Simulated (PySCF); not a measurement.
# BiF3 (Bi(F)32+): the cost of one run

Program: PySCF 2.14.0. Level of theory: r2SCAN, Bi def2-SVP with ECP60, F def2-SVP; scalar-relativistic core potentials, no spin–orbit coupling. These are calculated values, not measurements.

3 further runs of the same task are left out: 2 for a known fault of the program, 1 set aside as unsound or not needed.

## (1) Where the work starts

4 atoms, charge 2, spin multiplicity 1.

Bond lengths: Bi1–F2 1.978 Å, Bi1–F3 1.978 Å, Bi1–F4 1.978 Å. Angles: F2–Bi1–F3 117.3°, F2–Bi1–F4 117.3°, F3–Bi1–F4 125.5°.

Coordinates:

```
Bi   -0.0415   -0.0001    0.0000
F     1.9368   -0.0017    0.0000
F    -0.9459    1.7591    0.0000
F    -0.9494   -1.7574    0.0000
```

Formal oxidation states: Bi +5. An earlier session relaxed this geometry at r2SCAN, Bi def2-SVP with ECP60, F def2-SVP (singlet, point group C2v).

Its energy there is -512.814793 Eh.

## (2) Multiplicity 3 at the relaxed geometry

run.py (the lines that set the calculation)

```python
mol = gto.M(atom='''
Bi    -0.04145    -0.00005     0.00000
F      1.93682    -0.00166     0.00000
F     -0.94595     1.75915     0.00000
F     -0.94941    -1.75744     0.00000''',
    basis={'Bi': 'def2-SVP', 'F': 'def2-SVP'},
    ecp={'Bi': 'def2-SVP'},
    charge=2, spin=2)
mf = dft.UKS(mol, xc='R2SCAN')
mf.grids.atom_grid = (50, 194)
mf = mf.density_fit()  # fitting sets: Bi def2-universal-JKFIT, F def2-universal-JKFIT
mf.conv_tol = 1e-08; mf.max_cycle = 55
mf.kernel(dm0)  # dm0: free metal ions and neutral atoms
```

Started as:

```
> OMP_NUM_THREADS=2 python run.py
```

**Question.** How long does this run take on 2 threads of Intel Xeon Platinum 8259CL at 2.50GHz (Skylake/Cascade Lake), shared host?

About 39 s.
